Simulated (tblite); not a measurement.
# C4H9ClO3Si: the cost of one run

The runs use tblite 0.8.0 and PySCF 2.14.0, with density-fitted response routines of our own; the level of theory stands in each step. All values are computed, except where a source is named. Atoms count from 0, in the outputs and in this text.

### 1 Starting geometry

18 atoms, charge 0, multiplicity 1; geometry from: force field or distance geometry start.

Bonds of the start (Å): C0–O1 1.41, O1–Si2 1.68, Si2–C3 1.87, C3–Cl4 1.79, Si2–O5 1.74, O5–C6 1.40, C6–C7 1.50, C7–O8 1.40, O8–Si2 1.73, C0–H9 1.10, C0–H10 1.09, C0–H11 1.12, C3–H12 1.10, C3–H13 1.12, C6–H14 1.12, C6–H15 1.10, C7–H16 1.12, C7–H17 1.10.

### 2 Relaxing the molecule with GFN2-xTB

The job: settings as JSON, then the geometry in Å.

```
{"job": {"kind": "relax", "xc": "GFN2-xTB", "basis": "xTB"}, "charge": 0, "multiplicity": 1}
C      2.434600    -0.998500     0.263600
O      1.411700    -0.654300     1.169900
Si     0.201100     0.094800     0.283500
C      0.765200     1.584800    -0.693200
Cl     0.152100     3.053000     0.123200
O     -0.656700    -1.027900    -0.727900
C     -1.867600    -1.081900    -0.027100
C     -2.149200     0.346300     0.339600
O     -1.131300     0.602700     1.267100
H      2.611200    -2.077200     0.340700
H      3.322600    -0.379600     0.389500
H      2.049400    -0.810300    -0.771700
H      0.305500     1.471900    -1.691400
H      1.881900     1.605700    -0.772800
H     -1.623000    -1.637700     0.914600
H     -2.668800    -1.578400    -0.591100
H     -1.887400     0.964700    -0.551100
H     -3.160000     0.528300     0.722800
```

Run with:

```console
$ OMP_NUM_THREADS=1 python probes_run.py task.json out
```

One launch serves the whole session: the jobs run in the order shown.

**Question.** How long does this first job take on 1 thread of Intel Xeon at 2.70GHz, shared host?

About 2.4 s.
